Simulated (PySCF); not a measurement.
# CuSe₂: quartet, from a side-on start

The runs use PySCF 2.14.0; PBE0, basis Cu def2-SVP, Se def2-SVP, no relativity, density fitting.

### 1 Where the work starts

3 atoms, charge 0, spin multiplicity 4.

Bond lengths: Cu1–Se2 2.348 Å, Cu1–Se3 2.348 Å, Se2–Se3 2.340 Å. Angles: Se2–Cu1–Se3 59.8°, Cu1–Se2–Se3 60.1°, Cu1–Se3–Se2 60.1°.

Z-matrix (Å, degrees; charge 0 multiplicity 4):
```
Cu
Se 1 2.3484
Se 2 2.3400 1 60.12
```

### 2 The SCF at the typed geometry

The steps below are one call of a driver around PySCF. For each, scf.py gives the equivalent set-up of the SCF; relaxations use the driver's own optimiser. After this first run the driver tries any further starts and a stability analysis.

Contents of scf.py:

```python
from pyscf import gto, scf, dft
mol = gto.M(atom='''
Cu     0.000000     0.000000     0.000000
Se     1.170000     0.000000     2.036200
Se    -1.170000     0.000000     2.036200''',
    basis={'Cu': 'def2-SVP', 'Se': 'def2-SVP'},
    charge=0, spin=3)
mf = dft.UKS(mol, xc='PBE0')
mf.grids.atom_grid = (50, 194)
aux = {'Cu': 'def2-universal-JKFIT', 'Se': 'def2-universal-JKFIT'}
mf = mf.density_fit(auxbasis=aux)
mf.conv_tol = 1e-08
mf.diis_space = 10
mf.max_cycle = 60
mf.init_guess = 'minao'
mf.verbose = 4
mf.kernel()
```

On the command line:

```bash
$ OMP_NUM_THREADS=2 python axn.py task.json out
```

**Question.** How long does this step take on 2 threads of Arm Neoverse V1, shared host?

About 24 s, with a peak of 0.4 GiB.
